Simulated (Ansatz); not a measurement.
# Sr2HfO2: what a guessed cell relaxes into

The task: take a trial cell of Sr2HfO2 to zero force and stress.

Method: DFT PBE, scalar-relativistic, plane waves, PAW, in Ansatz 0.2.0.

**1. The starting structure**

It takes space group P4/mmm (No. 123, tetragonal). Conventional cell: a = 4.369 Å, b = 4.369 Å, c = 6.088 Å, α = 90.00°, β = 90.00°, γ = 90.00°. Sr (site symmetry 4/mmm) has 2 O at 2.37 Å as nearest neighbours. Around Sr (site symmetry 4/mmm) lie 2 Hf at 3.04 Å and 4 Sr at 3.09 Å. Hf (site symmetry 4/mmm) has 2 Sr at 3.04 Å and 8 O at 3.16 Å as nearest neighbours. O (site symmetry 4mm) is surrounded by 1 O at 1.36 Å.

Structure file:

```
CELL_PARAMETERS angstrom
4.36866 0.00000 0.00000
0.00000 4.36866 0.00000
0.00000 0.00000 6.08759
ATOMIC_POSITIONS crystal
Sr 0.00000 0.00000 0.00000
Sr 0.50000 0.50000 0.00000
Hf 0.50000 0.50000 0.50000
O 0.00000 0.00000 0.61135
O 0.00000 0.00000 0.38865
```

A structure generator made this guess: random cell by space group and Wyckoff sites (P4/mmm, No. 123). Its size is a rough estimate.

**2. A first look at the guess**

input.yaml

```yaml
crystal:
  lattice:
    - [4.36865513, 0.0, 0.0]
    - [0.0, 4.36865513, 0.0]
    - [0.0, 0.0, 6.08759314]
  atoms:
    - { symbol: Sr, position: [0.0, 0.0, 0.0] }
    - { symbol: Sr, position: [0.5, 0.5, 0.0] }
    - { symbol: Hf, position: [0.5, 0.5, 0.5] }
    - { symbol: O, position: [0.0, 0.0, 0.61134898] }
    - { symbol: O, position: [0.0, 0.0, 0.38865102] }
basis:
  ecutwfc: 420
kpoints:
  mp_grid: { grid: [4, 4, 4] }
hamiltonian:
  xc: pbe
scf:
  occupations: { method: gaussian, width: 0.1 }
  lower_state_search: "off"
output:
  forces: true
  stress: true
  eigenvalues: true
```

On the command line:

```sh
$ ansatz run input.yaml --threads 1 --pin off --max-ram 2048MiB --backend cpu --events-out ev --progress --plain --runs-dir out
```

Further runs follow: a loose first relaxation; full relaxation.

Q: Predict the outcome of this session. Wanted: conventional cell; volume; energy over the elements; gap on the mesh.

The runs gave:

| quantity | value |
| --- | --- |
| symmetry at the end (tolerance 0.05 Å) | space group P4/mmm (No. 123) |
| conventional cell | a = 4.781 Å, b = 4.781 Å, c = 6.090 Å, α = 90.00°, β = 90.00°, γ = 90.00° |
| volume | 27.85 Å³/atom |
| energy over the elements (uncorrected; H, N, O, F and Cl as molecules) | +0.68 eV/atom |
| gap on the mesh | none (metal) |

In words: The space group P4/mmm (No. 123) is kept, and the volume per atom grows by 19.8 % from the first guess. The formation energy is positive, so the separate elements lie lower. No finished test with a distortion of lower symmetry is shown, so the end may be a saddle point. The runs treat Hf without spin-orbit coupling.
